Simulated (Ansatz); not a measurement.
**C₂H₆O₂Sn: a ladder of functionals and wavefunction methods**

One table from this session's results is given with a row withheld; the runs are named, their logs left out.

Method: functionals in def2-TZVPP, the program's frozen cores in correlated methods; program: Ansatz 0.2.0, Gaussian basis.

The runs, in order: LDA (SPW92), PBE-D4, revPBE-D4, BLYP-D4, r2SCAN-D4, B97M-V, PBE0-D4, B3LYP-D4, r2SCANh-D4, r2SCAN0-D4, HSE06-D4, BHLYP-D4, CAM-B3LYP-D4, LC-ωPBE, ωB97X-V, ωB97M-V, B2PLYP, PBE-QIDH; CCSD(T)/def2-SVP; CCSD(T)/def2-TZVPP; MP2/def2-QZVPP; extrapolation to the limit; RPA on PBE.

## The geometry

All runs share one geometry, relaxed beforehand with PBE0-D4 in a triple-zeta def2 set. Sn takes the def2 core potential; no spin-orbit term is included.

SMILES `C[O][Sn][O]C`, 11 atoms, charge 0, spin multiplicity 1.

Atoms are counted from 1 here; the program's logs count them from 0.

Bond lengths: C1–O2 1.400 Å, C1–H6 1.096 Å, C1–H7 1.096 Å, C1–H8 1.097 Å, O2–Sn3 1.974 Å, Sn3–O4 1.974 Å, O4–C5 1.400 Å, C5–H9 1.097 Å, C5–H10 1.096 Å, C5–H11 1.096 Å. Angles: O2–C1–H6 112.9°, O2–C1–H7 109.3°, O2–C1–H8 111.2°, H6–C1–H7 107.8°, H6–C1–H8 107.8°, H7–C1–H8 107.6°, C1–O2–Sn3 135.1°, O2–Sn3–O4 103.0°, Sn3–O4–C5 135.1°, O4–C5–H9 111.2°, O4–C5–H10 109.3°, O4–C5–H11 112.9°, H9–C5–H10 107.6°, H9–C5–H11 107.8°, H10–C5–H11 107.8°.

The first run:

File in.yaml:

```yaml
crystal:
  periodic: [false, false, false]
  atoms:
    - {symbol: C, position_ang: [-0.653943, 1.413312, -0.780719]}
    - {symbol: O, position_ang: [0.479342, 1.037159, -1.510929]}
    - {symbol: Sn, position_ang: [1.653353, -0.549757, -1.552307]}
    - {symbol: O, position_ang: [1.089335, -1.562253, 0.046166]}
    - {symbol: C, position_ang: [0.275329, -1.294597, 1.152838]}
    - {symbol: H, position_ang: [-1.254211, 0.556648, -0.452409]}
    - {symbol: H, position_ang: [-1.291968, 2.048972, -1.404991]}
    - {symbol: H, position_ang: [-0.378163, 1.991700, 0.109856]}
    - {symbol: H, position_ang: [-0.755298, -1.626906, 0.976684]}
    - {symbol: H, position_ang: [0.656268, -1.841129, 2.022861]}
    - {symbol: H, position_ang: [0.245156, -0.230149, 1.413551]}
basis:
  gaussian: {orbitals: def2-TZVPP}
hamiltonian: {xc: lda}
output: {orbitals: {seedname: orbitals}}
```

Started as:

```
ansatz run in.yaml --threads 4 --pin off --events-out ev --progress --plain --max-ram 10444MiB
```

Steps of the session up to this table: LDA; PBE-D4 (GGA); revPBE-D4 (GGA); BLYP-D4 (GGA); r2SCAN-D4 (meta-GGA); B97M-V (meta-GGA); B3LYP-D4 (hybrid); r2SCANh-D4 (hybrid); r2SCAN0-D4 (hybrid); HSE06-D4 (hybrid); BHLYP-D4 (hybrid); CAM-B3LYP-D4 (range-separated); LC-ωPBE (range-separated); ωB97X-V (range-separated); ωB97M-V (range-separated); B2PLYP (double hybrid); PBE-QIDH (double hybrid).

One table of the session follows, with a row left open; its other results are not shown here.

It belongs to the step «Orbital energies across the functionals». 

```
  functional  HOMO (eV)  LUMO (eV)  gap (eV)
 LDA (SPW92)      -6.14      -2.77      3.38
      PBE-D4      -5.98      -2.55      3.43
   revPBE-D4      -5.92      -2.47      3.46
     BLYP-D4          ?          ?         ?
   r2SCAN-D4      -6.30      -2.48      3.82
      B97M-V      -6.37      -2.53      3.83
     PBE0-D4      -7.43      -1.91      5.52
    B3LYP-D4      -7.21      -2.14      5.07
  r2SCANh-D4      -6.86      -2.24      4.62
  r2SCAN0-D4      -7.65      -1.87      5.78
    HSE06-D4      -7.03      -2.27      4.76
    BHLYP-D4      -8.62      -1.24      7.37
CAM-B3LYP-D4      -8.81      -1.01      7.80
     LC-ωPBE     -10.07       0.07     10.14
     ωB97X-V      -9.77      -0.04      9.73
     ωB97M-V      -9.72      -0.23      9.50
```

**Question.** Estimate the row for BLYP-D4.

Worked estimate for «HOMO (eV)». Against the share of exact exchange, B3LYP-D4 (0.2, -7.21), BHLYP-D4 (0.5, -8.62) give a slope of -4.70 per unit share; at 0 the line stands at -6.27.

**Answer.** HOMO (eV): -5.88; LUMO (eV): -2.48; gap (eV): 3.40. In «HOMO (eV)» the line misses by -0.39.
